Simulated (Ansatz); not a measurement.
# HfSc2O3: what a guessed cell relaxes into, part 1 of 2

Where does this trial cell of HfSc2O3 go when cell and atoms are let free?

Program: Ansatz 0.2.0. Level of theory: DFT PBE, scalar-relativistic, plane waves, PAW. These are calculated values, not measurements.

### Step 1. The system as given

Symmetry: P6/mmm, No. 191, hexagonal system. Conventional cell: a = 5.083 Å, b = 5.083 Å, c = 3.820 Å, α = 90.00°, β = 90.00°, γ = 120.00°. Hf (site symmetry 6/mmm) is surrounded by 6 Sc at 2.93 Å and 12 O at 3.18 Å. Sc (site symmetry -6m2) has 6 O at 2.41 Å in its first shell of neighbours. Around O (site symmetry mmm) lie 4 Sc at 2.41 Å and 4 Hf at 3.18 Å.

Coordinates:

```cif
data_structure
_symmetry_space_group_name_H-M 'P6/mmm'
_symmetry_Int_Tables_number 191
_cell_length_a 5.0832
_cell_length_b 5.0832
_cell_length_c 3.8200
_cell_angle_alpha 90.000
_cell_angle_beta 90.000
_cell_angle_gamma 120.000
_cell_volume 85.48
loop_
_atom_site_label
_atom_site_type_symbol
_atom_site_symmetry_multiplicity
_atom_site_Wyckoff_symbol
_atom_site_fract_x
_atom_site_fract_y
_atom_site_fract_z
_atom_site_occupancy
Hf1 Hf 1 a 0.00000 0.00000 0.00000 1
Sc1 Sc 2 c 0.66667 0.33333 0.00000 1
O1 O 3 g 0.50000 0.00000 0.50000 1
```

Recipe of the guess: species swapped into a database cell of PrAl3Ni2 (P6/mmm, No. 191), with Hf on the Pr sites, O on the Al sites and Sc on the Ni sites. Lengths come from tabulated atomic sizes and are only a guess.

### Step 2. The guess as it stands, on a coarse mesh

File input.yaml:

```yaml
crystal:
  lattice:
    - [5.08324543, 0.0, 0.0]
    - [-2.54162271, 4.40221967, 0.0]
    - [0.0, 0.0, 3.82000101]
  atoms:
    - { symbol: Hf, position: [0.0, 0.0, 0.0] }
    - { symbol: Sc, position: [0.66666667, 0.33333333, 0.0] }
    - { symbol: Sc, position: [0.33333333, 0.66666667, 0.0] }
    - { symbol: O, position: [0.5, 0.0, 0.5] }
    - { symbol: O, position: [0.5, 0.5, 0.5] }
    - { symbol: O, position: [0.0, 0.5, 0.5] }
basis:
  ecutwfc: 420
kpoints:
  mp_grid: { grid: [6, 6, 4] }
hamiltonian:
  xc: pbe
scf:
  occupations: { method: gaussian, width: 0.1 }
  lower_state_search: "off"
output:
  forces: true
  stress: true
  eigenvalues: true
```

Started as:

```console
$ ansatz run input.yaml --threads 1 --pin off --max-ram 2560MiB --backend cpu --events-out ev --progress --plain --runs-dir out
```

The program printed (excerpt; [...] marks lines left out):

```text
[...]
SCF converged after 9 iterations
Free energy (F): -21693.991978 eV
[...]
E sigma→0 (E₀):  -21693.979387 eV
Entropy (-TS):   -0.025181 eV (-4.197 meV/atom)
Fermi energy:    12.222126 eV
[...]
--- Forces (eV/Å), atoms counted from 1 ---
  atom   1  Hf     0.00000000     0.00000000     0.00000000
  atom   2  Sc     0.00000000     0.00000000     0.00000000
  atom   3  Sc    -0.00000000    -0.00000000     0.00000000
  atom   4  O      0.00000000     0.00000000     0.00000000
  atom   5  O     -0.00000000    -0.00000000     0.00000000
  atom   6  O      0.00000000     0.00000000     0.00000000
[...]
--- Stress (GPa, compression-positive) ---
       17.444687      -0.000000       0.000000
       -0.000000      17.444687       0.000000
        0.000000       0.000000     -64.000391
  P = ⅓ Tr σ = -9.7037 GPa (-97.037 kbar)
--- Band table (eV; the first three rows and the last of 21) ---
[...]
```

Run time: 8.9 s. Hardware: 1 thread of Intel Xeon at 2.50GHz (Skylake/Cascade Lake), shared host; peak memory 0.42 GiB.

From the probe: pressure -9.7 GPa, largest force 0.00 eV/Å, gap on this mesh none (metal). A cheap, loose relaxation comes first.

### Step 3. Rough relaxation on the coarse mesh

input.yaml: that of step 2 with these lines changed.

```diff
@@ -25 +25,6 @@
   eigenvalues: true
+relax:
+  adjacent_minimum: "off"
+  f_tol: 0.04
+  max_steps: 70
+  cell: { stress_tol: 0.4 }
```

Started as:

```console
$ ansatz run input.yaml --threads 1 --pin off --max-ram 2560MiB --backend cpu --events-out ev --progress --plain --runs-dir out
```

The program printed:

```text
Warning: RAYON_NUM_THREADS=1 ignored (pool sized by the plan → 1); use --threads N
Engine: ansatz 0.2.0, x86_64-unknown-linux-gnu
Pseudopotentials: kind: paw
Pseudopotential: Hf, paw, valence charge 26, recommended cutoff 420 eV (normal), Hf.paw.azcp
Pseudopotential: Sc, paw, valence charge 11, recommended cutoff 420 eV (normal), Sc.paw.azcp
Pseudopotential: O, paw, valence charge 6, recommended cutoff 420 eV (normal), O.paw.azcp
Functional definition: PBE
  parameter kappa = 0.804
  parameter beta = 0.06672455060314922
  exchange = pbe_x(kappa = kappa, mu = beta*pi^2/3)
  correlation = pbe_c(beta = beta)
Crystal: 6 atoms, lattice volume = 85.482 Å³
Basis set: ecut = 420 eV, 1663 PW (Γ), exchange–correlation on 72×72×54 points (8 copies of the dense FFT grid, shifted against one another)
Bands: 40, of which v1, the nominal top of the filled ones, is band 33 counted from 1 (32 counted from 0)
Symmetry: 24 space group operations
Space group: P6/mmm (ITA 191), of the structure as read, at distance tolerance 4.4e-5 Å
k-points: 21 of 144
Non-local potential: Hf, projectors of the file, l = 0: 3, l = 1: 2, l = 2: 2, l = 3: 3
Non-local potential: Sc, projectors of the file, l = 0: 3, l = 1: 2, l = 2: 3, l = 3: 1
Non-local potential: O, projectors of the file, l = 0: 2, l = 1: 2, l = 2: 1
PAW form: soft (Blöchl's): semilocal exchange-correlation on the pseudo side does not see the compensation charge
PAW one-centre angular grid: Hf, 590 points (default); XC on 64 Gauss nodes
PAW one-centre angular grid: Sc, 590 points (default); XC on 64 Gauss nodes
PAW one-centre angular grid: O, 110 points (default); XC on 64 Gauss nodes
Initial density: superposition of atomic densities (neutral atoms: chi_scale 0, normalization atom), corrected by the library's trained network
Initial wavefunctions: pseudopotential atomic-orbital guess
Functional: x = pbe(κ = 0.804, μ = 0.2195149727645171), c = pbe(β = 0.06672455060314922)
SCF iter   1: F=—  HF=-21694.027784 eV  |F-HF|=—  |Δ(HF+E_count)|=         —  Δρ=1.60e-2  dr2=2.98e-1  ethr=1.77e-3  ⟨swp⟩=5.2  Hψ=2782  notcnv=0
preconditioner: auto → Kerker (q_TF=auto, 2.613 Å⁻¹)  [metal: Δε(μ)=0.102 eV  Ē_g=14.173 eV  σ=0.100 eV  W_gap=0.46  n_scr=26 (ndim 8)  ℏωp=29.5 eV  f_vac=0.000  D(μ)=4.74/eV (n_scr^D=44)]
SCF iter   2: F=—  HF=-21693.999530 eV  |F-HF|=—  |Δ(HF+E_count)|=   2.83e-2  Δρ=6.99e-3  dr2=5.95e-2  ethr=4.52e-4  ⟨swp⟩=1.1  Hψ=1010  notcnv=0  defer=6
SCF iter   3: F=—  HF=-21693.992040 eV  |F-HF|=—  |Δ(HF+E_count)|=   7.49e-3  Δρ=1.59e-3  dr2=1.86e-3  ethr=9.01e-5  ⟨swp⟩=2.0  Hψ=886  notcnv=0  defer=6
SCF iter   4: F=—  HF=-21693.991980 eV  |F-HF|=—  |Δ(HF+E_count)|=   5.99e-5  Δρ=4.56e-4  dr2=1.92e-4  ethr=2.82e-6  ⟨swp⟩=2.1  Hψ=1338  notcnv=0  defer=6
SCF iter   5: F=—  HF=-21693.991925 eV  |F-HF|=—  |Δ(HF+E_count)|=   5.52e-5  Δρ=2.69e-4  dr2=3.74e-5  ethr=2.91e-7  ⟨swp⟩=2.0  Hψ=1470  notcnv=0  defer=6
SCF iter   6: F=—  HF=-21693.991978 eV  |F-HF|=—  |Δ(HF+E_count)|=   5.32e-5  Δρ=9.83e-5  dr2=1.11e-5  ethr=5.67e-8  ⟨swp⟩=2.0  Hψ=1426  notcnv=0  defer=7
SCF iter   7: F=—  HF=-21693.991978 eV  |F-HF|=—  |Δ(HF+E_count)|=   1.82e-7  Δρ=2.27e-5  dr2=8.11e-7  ethr=1.68e-8  ⟨swp⟩=2.0  Hψ=1038  notcnv=0  defer=7
SCF iter   8: F=—  HF=-21693.991978 eV  |F-HF|=—  |Δ(HF+E_count)|=   7.52e-8  Δρ=8.02e-6  dr2=1.16e-7  ethr=1.52e-10  ⟨swp⟩=8.7  Hψ=3425  notcnv=0
SCF iter   9: F=-21693.991978 eV  HF=-21693.991978 eV  |F-HF|=5.49e-9  |Δ(HF+E_count)|=   2.60e-8  Δρ=2.27e-6  dr2=7.09e-9  ethr=1.52e-10  ⟨swp⟩=4.5  Hψ=2701  notcnv=0
SCF 1 converged in 9 iterations: F = -21693.991978 eV  dr2 = 7.09e-9
relax step   1: F+E_penalty+E_count = -21693.99197791 eV  Δ(F+E_penalty+E_count) = +0.000e0 eV  max|allowed force component| = 4.163e-17 eV/Å  Δτ_max = 0.0000 Å  P = -9.704 GPa  Ω = 85.482 Å³  (9 SCF iters, dr2 threshold 1.00e-7 eV, accepted)
Crystal: 6 atoms, lattice volume = 83.864 Å³
Basis set: ecut = 420 eV, 1651 PW (Γ), exchange–correlation on 72×72×54 points (8 copies of the dense FFT grid, shifted against one another)
Initial density: handed on by an earlier stage of this run
Initial wavefunctions: those handed on with the density
iter 1 solved again at ethr=6.04e-4 eV; its pass at ethr=3.10e-3 eV (dr2=3.98e-1 eV) is discarded
SCF iter   1: F=—  HF=-21695.960107 eV  |F-HF|=—  |Δ(HF+E_count)|=         —  Δρ=1.74e-2  dr2=4.03e-1  ethr=6.04e-4  ⟨swp⟩=1.0  Hψ=4592  notcnv=0
preconditioner: auto → Kerker (q_TF=auto, 2.622 Å⁻¹)  [metal: Δε(μ)=0.029 eV  Ē_g=14.450 eV  σ=0.100 eV  W_gap=0.16  n_scr=26 (ndim 8)  ℏωp=29.8 eV  f_vac=0.000  D(μ)=6.64/eV (n_scr^D=82)]
SCF iter   2: F=—  HF=-21695.901538 eV  |F-HF|=—  |Δ(HF+E_count)|=   5.86e-2  Δρ=6.40e-3  dr2=6.85e-2  ethr=6.04e-4  ⟨swp⟩=2.2  Hψ=1130  notcnv=0
SCF iter   3: F=—  HF=-21695.888107 eV  |F-HF|=—  |Δ(HF+E_count)|=   1.34e-2  Δρ=1.95e-3  dr2=6.47e-3  ethr=1.04e-4  ⟨swp⟩=2.0  Hψ=1074  notcnv=0
SCF iter   4: F=—  HF=-21695.887061 eV  |F-HF|=—  |Δ(HF+E_count)|=   1.05e-3  Δρ=1.04e-3  dr2=1.04e-3  ethr=9.80e-6  ⟨swp⟩=2.0  Hψ=1582  notcnv=0  defer=3
SCF iter   5: F=—  HF=-21695.886073 eV  |F-HF|=—  |Δ(HF+E_count)|=   9.88e-4  Δρ=4.25e-4  dr2=9.69e-5  ethr=1.58e-6  ⟨swp⟩=2.3  Hψ=1614  notcnv=0  defer=3
SCF iter   6: F=—  HF=-21695.886101 eV  |F-HF|=—  |Δ(HF+E_count)|=   2.82e-5  Δρ=1.42e-4  dr2=2.39e-5  ethr=1.47e-7  ⟨swp⟩=2.0  Hψ=1497  notcnv=0  defer=3
SCF iter   7: F=—  HF=-21695.886102 eV  |F-HF|=—  |Δ(HF+E_count)|=   3.58e-7  Δρ=3.80e-5  dr2=1.25e-6  ethr=3.62e-8  ⟨swp⟩=2.4  Hψ=1480  notcnv=0  defer=3
SCF iter   8: F=-21695.886102 eV  HF=-21695.886102 eV  |F-HF|=1.60e-8  |Δ(HF+E_count)|=   4.17e-7  Δρ=8.38e-6  dr2=5.33e-8  ethr=9.09e-10  ⟨swp⟩=8.6  Hψ=4179  notcnv=0
SCF 2 converged in 8 iterations: F = -21695.886102 eV  dr2 = 5.33e-8
relax step   2: F+E_penalty+E_count = -21695.88610197 eV  Δ(F+E_penalty+E_count) = -1.894e0 eV  max|allowed force component| = 2.544e-17 eV/Å  Δτ_max = 0.0000 Å  P = -9.487 GPa  Ω = 83.864 Å³  energy of the carried Pulay correction = +2.744e-3 eV  (8 SCF iters, dr2 threshold 6.00e-7 eV, accepted)
Crystal: 6 atoms, lattice volume = 81.223 Å³
Basis set: ecut = 420 eV, 1601 PW (Γ), exchange–correlation on 72×72×54 points (8 copies of the dense FFT grid, shifted against one another)
iter 1 solved again at ethr=8.73e-4 eV; its pass at ethr=3.10e-3 eV (dr2=5.76e-1 eV) is discarded
SCF iter   1: F=—  HF=-21697.580958 eV  |F-HF|=—  |Δ(HF+E_count)|=         —  Δρ=1.91e-2  dr2=5.82e-1  ethr=8.73e-4  ⟨swp⟩=2.0  Hψ=4889  notcnv=0
preconditioner: auto → Kerker (q_TF=auto, 2.636 Å⁻¹)  [metal: Δε(μ)=0.035 eV  Ē_g=14.675 eV  σ=0.100 eV  W_gap=0.20  n_scr=26 (ndim 8)  ℏωp=30.3 eV  f_vac=0.000  D(μ)=5.37/eV (n_scr^D=56)]
SCF iter   2: F=—  HF=-21697.496918 eV  |F-HF|=—  |Δ(HF+E_count)|=   8.40e-2  Δρ=7.54e-3  dr2=1.13e-1  ethr=8.73e-4  ⟨swp⟩=2.5  Hψ=1101  notcnv=0
SCF iter   3: F=—  HF=-21697.483615 eV  |F-HF|=—  |Δ(HF+E_count)|=   1.33e-2  Δρ=2.50e-3  dr2=3.89e-3  ethr=1.71e-4  ⟨swp⟩=2.1  Hψ=1370  notcnv=0
SCF iter   4: F=—  HF=-21697.482661 eV  |F-HF|=—  |Δ(HF+E_count)|=   9.54e-4  Δρ=1.21e-3  dr2=8.32e-4  ethr=5.89e-6  ⟨swp⟩=2.5  Hψ=1634  notcnv=0  defer=1
SCF iter   5: F=—  HF=-21697.482493 eV  |F-HF|=—  |Δ(HF+E_count)|=   1.68e-4  Δρ=4.89e-4  dr2=3.39e-4  ethr=1.26e-6  ⟨swp⟩=2.1  Hψ=1450  notcnv=0  defer=1
SCF iter   6: F=—  HF=-21697.482487 eV  |F-HF|=—  |Δ(HF+E_count)|=   6.52e-6  Δρ=1.70e-4  dr2=6.54e-5  ethr=5.14e-7  ⟨swp⟩=2.0  Hψ=921  notcnv=0  defer=1
SCF iter   7: F=—  HF=-21697.482479 eV  |F-HF|=—  |Δ(HF+E_count)|=   7.67e-6  Δρ=3.98e-5  dr2=2.77e-6  ethr=9.90e-8  ⟨swp⟩=2.2  Hψ=1296  notcnv=0  defer=1
SCF iter   8: F=—  HF=-21697.482479 eV  |F-HF|=—  |Δ(HF+E_count)|=   4.84e-7  Δρ=2.38e-5  dr2=6.97e-7  ethr=9.09e-10  ⟨swp⟩=9.5  Hψ=4598  notcnv=0
SCF iter   9: F=-21697.482478 eV  HF=-21697.482478 eV  |F-HF|=3.18e-8  |Δ(HF+E_count)|=   1.28e-7  Δρ=5.85e-6  dr2=3.56e-8  ethr=9.09e-10  ⟨swp⟩=5.4  Hψ=3399  notcnv=0
SCF 3 converged in 9 iterations: F = -21697.482478 eV  dr2 = 3.56e-8
relax step   3: F+E_penalty+E_count = -21697.48247840 eV  Δ(F+E_penalty+E_count) = -1.596e0 eV  max|allowed force component| = 1.156e-17 eV/Å  Δτ_max = 0.0000 Å  P = -6.746 GPa  Ω = 81.223 Å³  energy of the carried Pulay correction = +8.885e-3 eV  (9 SCF iters, dr2 threshold 6.00e-7 eV, accepted)
[... from here on, the SCF cycles and remarks between the steps are left out ...]
relax step   4: F+E_penalty+E_count = -21698.97568324 eV  Δ(F+E_penalty+E_count) = -1.493e0 eV  max|allowed force component| = 1.156e-18 eV/Å  Δτ_max = 0.0000 Å  P = -10.435 GPa  Ω = 84.489 Å³  energy of the carried Pulay correction = -3.762e-3 eV  (10 SCF iters, dr2 threshold 6.00e-7 eV, accepted)
relax step   5: F+E_penalty+E_count = -21699.72305259 eV  Δ(F+E_penalty+E_count) = -7.474e-1 eV  max|allowed force component| = 3.421e-18 eV/Å  Δτ_max = 0.0000 Å  P = -2.155 GPa  Ω = 79.556 Å³  energy of the carried Pulay correction = +9.792e-3 eV  (10 SCF iters, dr2 threshold 6.00e-7 eV, accepted)
relax step   6: F+E_penalty+E_count = -21699.98808814 eV  Δ(F+E_penalty+E_count) = -2.650e-1 eV  max|allowed force component| = 2.602e-18 eV/Å  Δτ_max = 0.0000 Å  P = +2.489 GPa  Ω = 78.170 Å³  energy of the carried Pulay correction = +1.211e-2 eV  (10 SCF iters, dr2 threshold 6.00e-7 eV, accepted)
relax step   7: F+E_penalty+E_count = -21699.99358626 eV  Δ(F+E_penalty+E_count) = -5.498e-3 eV  max|allowed force component| = 1.253e-18 eV/Å  Δτ_max = 0.0000 Å  P = -0.336 GPa  Ω = 79.572 Å³  energy of the carried Pulay correction = +7.686e-3 eV  (7 SCF iters, dr2 threshold 6.00e-7 eV, accepted)
relax step   8: F+E_penalty+E_count = -21699.99469927 eV  Δ(F+E_penalty+E_count) = -1.113e-3 eV  max|allowed force component| = 3.759e-18 eV/Å  Δτ_max = 0.0000 Å  P = -0.043 GPa  Ω = 79.403 Å³  energy of the carried Pulay correction = +8.277e-3 eV  (5 SCF iters, dr2 threshold 6.00e-7 eV, accepted)
relax step   9: F+E_penalty+E_count = -21700.08587260 eV  Δ(F+E_penalty+E_count) = -9.117e-2 eV  max|allowed force component| = 4.048e-18 eV/Å  Δτ_max = 0.0000 Å  P = +1.286 GPa  Ω = 79.403 Å³  stress off target by 1.93e0 GPa  SCF on the basis re-selected at this cell (its energy is not comparable with the rows above)  (7 SCF iters)
relax step  10: F+E_penalty+E_count = -21700.09589137 eV  Δ(F+E_penalty+E_count) = -1.002e-2 eV  max|allowed force component| = 2.241e-18 eV/Å  Δτ_max = 0.0000 Å  P = +0.116 GPa  Ω = 80.291 Å³  energy of the carried Pulay correction = -2.629e-3 eV  (8 SCF iters, dr2 threshold 6.00e-7 eV, accepted)
relax step  11: F+E_penalty+E_count = -21700.09647521 eV  Δ(F+E_penalty+E_count) = -5.838e-4 eV  max|allowed force component| = 3.566e-18 eV/Å  Δτ_max = 0.0000 Å  P = -0.084 GPa  Ω = 80.530 Å³  energy of the carried Pulay correction = -3.348e-3 eV  (7 SCF iters, dr2 threshold 4.10e-7 eV, accepted)
iter 1 solved again at ethr=7.30e-8 eV; its pass at ethr=3.10e-3 eV (dr2=4.82e-5 eV) is discarded
SCF iter   1: F=—  HF=-21700.100846 eV  |F-HF|=—  |Δ(HF+E_count)|=         —  Δρ=2.31e-4  dr2=4.51e-6  ethr=7.30e-8  ⟨swp⟩=3.0  Hψ=4880  notcnv=0
preconditioner: auto → Kerker (q_TF=auto, 2.639 Å⁻¹)  [metal: Δε(μ)=0.038 eV  Ē_g=15.250 eV  σ=0.100 eV  W_gap=0.21  n_scr=32 (ndim 8)  ℏωp=30.4 eV  f_vac=0.000  D(μ)=5.50/eV (n_scr^D=68)]
SCF iter   2: F=—  HF=-21700.100778 eV  |F-HF|=—  |Δ(HF+E_count)|=   6.83e-5  Δρ=1.19e-4  dr2=1.53e-6  ethr=6.84e-9  ⟨swp⟩=2.0  Hψ=1277  notcnv=0
SCF iter   3: F=—  HF=-21700.100798 eV  |F-HF|=—  |Δ(HF+E_count)|=   2.00e-5  Δρ=5.13e-5  dr2=2.10e-7  ethr=2.32e-9  ⟨swp⟩=2.5  Hψ=1233  notcnv=0
SCF iter   4: F=—  HF=-21700.100802 eV  |F-HF|=—  |Δ(HF+E_count)|=   4.24e-6  Δρ=3.92e-6  dr2=1.15e-8  ethr=3.18e-10  ⟨swp⟩=2.0  Hψ=1288  notcnv=0
SCF iter   5: F=-21700.100802 eV  HF=-21700.100802 eV  |F-HF|=3.09e-9  |Δ(HF+E_count)|=   3.38e-9  Δρ=2.13e-6  dr2=3.41e-9  ethr=5.82e-12  ⟨swp⟩=5.4  Hψ=3294  notcnv=0
SCF 12 converged in 5 iterations: F = -21700.100802 eV  dr2 = 3.41e-9
relax step  12: F+E_penalty+E_count = -21700.10080234 eV  Δ(F+E_penalty+E_count) = -4.327e-3 eV  max|allowed force component| = 2.385e-18 eV/Å  Δτ_max = 0.0000 Å  P = +0.000 GPa  Ω = 80.530 Å³  stress off target by 1.30e-1 GPa  SCF on the basis re-selected at this cell (its energy is not comparable with the rows above)  (5 SCF iters)
basis re-selected at this cell: Δ(F+E_penalty+E_count) = -4.327e-3 eV, ΔP = +0.084 GPa vs the last step (what re-selecting the basis moved, of the pressure what is left beyond the Pulay correction that the steps carried, after the strain that the cell walked since its last selection, with what the two solves' SCF thresholds leave and, on support functions, any second-order correction that the steps lacked; it is no measure of the basis error at this ecutwfc). This SCF's stress stands 1.30e-1 GPa from its target on what of the cell is left free (relax.cell.stress_tol is 4.00e-1 GPa) and its largest allowed force component is 2.39e-18 eV/Å (relax.f_tol is 4.00e-2 eV/Å): within both
SCF converged after 5 iterations
Free energy (F): -21700.100802 eV
Harris-Foulkes:  -21700.100802 eV  (|F-HF|=3.09e-9)
Internal energy: -21700.073316 eV  (E = F + TS)
E sigma→0 (E₀):  -21700.087059 eV
Entropy (-TS):   -0.027486 eV (-4.581 meV/atom)
Fermi energy:    14.415402 eV
--- Per-component energies (eV) ---
  E_band       = -309.154874
  E_kinetic    = 1477.733990
  E_local      = -8016.279247  (includes V_loc(G=0)·N_el)
  E_nonlocal   = -940.618586
  E_hartree    = 3448.760833
  E_xc         = -734.186987
  E_vxc        = -812.312703  (∫ρ·V_xc dr)
  E_paw        = -9310.757896  (= ΣΔE_a)
  E_vpaw       = 1084.791410  (= ΣTr[D̂ρ^β])
  E_aug_tail   = 0.007149  (compensation charges beyond the density's cutoff)
  E_ewald      = -7624.732570
  E_smearing   = -0.027486  (= −TS)
  E_closure    = 0.000000  (closes the sum)
  Σ components = -21700.100802   (vs F -21700.100802, Δ=0.00e0)
--- Forces (eV/Å), atoms counted from 1 ---
  atom   1  Hf     0.00000000     0.00000000     0.00000000
  atom   2  Sc     0.00000000     0.00000000     0.00000000
  atom   3  Sc    -0.00000000    -0.00000000     0.00000000
  atom   4  O      0.00000000     0.00000000     0.00000000
  atom   5  O      0.00000000     0.00000000     0.00000000
  atom   6  O      0.00000000    -0.00000000     0.00000000
  max |Σ_I F_I| component: 4.34e-19 eV/Å
--- Stress (GPa, compression-positive) ---
        0.065046       0.000000       0.000000
        0.000000       0.065046       0.000000
        0.000000       0.000000      -0.130040
  P = ⅓ Tr σ = 0.0000 GPa (0.000 kbar)
--- Band table (eV; the first three rows and the last of 21) ---
  k-point 0: bands = ["-48.8443", "-35.6520", "-35.6142", "-17.6034", "-17.6034", "-16.7929", "-14.5614", "-14.5614", "-14.2556", "-14.2556", "-13.9099", "-13.8550", "-5.4581", "-4.3752", "-4.3752", "1.1293", "1.1310", "1.2324", "1.2324", "1.2418", "1.2418", "1.3413", "6.9908", "8.3426", "8.3426", "9.8608", "9.8608", "10.3692", "10.4117", "10.4117", "10.7931", "10.8655", "12.6077", "14.1359", "14.1359", "15.0505", "16.6170", "16.6201", "16.6201", "17.0452"]
  k-point 1: bands = ["-48.8104", "-35.6024", "-35.5672", "-17.5473", "-17.5473", "-17.3044", "-14.4450", "-14.4450", "-14.3980", "-14.2411", "-14.1993", "-14.1993", "-4.8665", "-4.4982", "-4.4982", "1.1307", "1.1325", "1.2233", "1.2233", "1.2729", "1.2729", "1.2864", "7.9799", "8.2498", "8.2498", "8.5684", "9.0521", "9.0521", "10.0686", "10.0686", "11.0788", "12.9347", "14.6509", "14.6509", "14.7489", "15.7645", "15.7645", "16.4047", "16.4047", "16.5604"]
  k-point 2: bands = ["-48.7764", "-35.5521", "-35.5197", "-17.7822", "-17.4905", "-17.4905", "-14.8424", "-14.6078", "-14.3240", "-14.3240", "-14.1421", "-14.1421", "-4.6326", "-4.6326", "-4.2718", "1.1321", "1.1340", "1.2143", "1.2143", "1.2440", "1.3065", "1.3065", "7.2040", "7.8687", "7.8687", "8.4417", "8.4417", "8.9946", "10.2482", "10.2482", "11.3069", "14.6853", "14.6853", "15.1420", "15.1420", "15.2514", "15.3407", "15.3407", "16.9713", "16.9713"]
  k-point 20: bands = ["-48.7764", "-35.5360", "-35.5360", "-17.7813", "-17.4900", "-17.4900", "-14.7276", "-14.7276", "-14.3397", "-14.2322", "-14.2322", "-14.1304", "-4.6388", "-4.4567", "-4.4567", "1.1324", "1.1334", "1.2124", "1.2124", "1.2428", "1.3064", "1.3064", "7.9409", "7.9409", "8.4706", "8.7007", "8.7007", "8.8574", "9.3001", "10.3544", "10.3544", "13.0493", "13.8446", "13.8446", "14.8081", "14.8081", "16.7638", "16.7638", "17.0816", "17.8836"]
--- Relaxed structure (10 steps of the walk, 10 accepted, 2 SCFs on fresh bases) ---
  F+E_penalty+E_count = -21700.10080234 eV   max|allowed force component| = 2.385e-18 eV/Å   (the final SCF, on the basis selected at the relaxed cell)
  cell:  # Å, volume = 80.5301 Å³
    - [5.693124077893846, -3.2330986184616004e-9, 0.0]
    - [-2.846562036146978, 4.930390079969478, 0.0]
    - [0.0, 0.0, 2.8689731446494977]
  atoms:
    - { symbol: Hf, position: [-3.803833522291493e-35, -1.8817414677762777e-35, 0.0] }
    - { symbol: Sc, position: [0.6666666666666665, 0.3333333333333333, 0.0] }
    - { symbol: Sc, position: [0.3333333333333334, 0.6666666666666667, 0.0] }
    - { symbol: O, position: [0.5, -5.169878828456423e-26, 0.49999999999999994] }
    - { symbol: O, position: [0.5, 0.5000000000000001, 0.49999999999999994] }
    - { symbol: O, position: [0.0, 0.5, 0.49999999999999994] }
```

Run time: 2.1 min. Hardware: 1 thread of Intel Xeon at 2.50GHz (Skylake/Cascade Lake), shared host; peak memory 0.44 GiB.

The steps of the relaxation:

```csv
step,energy from step 1 (eV/cell),largest force component (eV/Å),pressure (GPa),volume (Å³)
1,0.0000,0.0000,-9.70,85.48
2,-1.8941,0.0000,-9.49,83.86
3,-3.4905,0.0000,-6.75,81.22
4,-4.9837,0.0000,-10.44,84.49
5,-5.7311,0.0000,-2.15,79.56
6,-5.9961,0.0000,2.49,78.17
7,-6.0016,0.0000,-0.34,79.57
8,-6.0027,0.0000,-0.04,79.40
9,-6.0939,0.0000,1.29,79.40
10,-6.1039,0.0000,0.12,80.29
11,-6.1045,0.0000,-0.08,80.53
12,-6.1088,0.0000,0.00,80.53
```

Step 1 is the start. Steps 9, 12 each repeat the geometry before them on a plane-wave basis chosen anew, so the energy can jump there without any move.

|  | before | after | change |
| --- | --- | --- | --- |
| a (Å) | 5.083 | 5.693 | +12.0 % |
| b (Å) | 5.083 | 5.693 | +12.0 % |
| c (Å) | 3.820 | 2.869 | -24.9 % |
| volume (Å³/atom) | 14.25 | 13.42 | -5.8 % |
| shortest distance (Å) | 2.409 | 2.181 | -9.4 % |
| space group (0.01 Å) | P6/mmm | P6/mmm | same |

The run keeps the 24 symmetry operations of the start, so it could not have lowered the symmetry.

(Continued in part 2 of 2.)
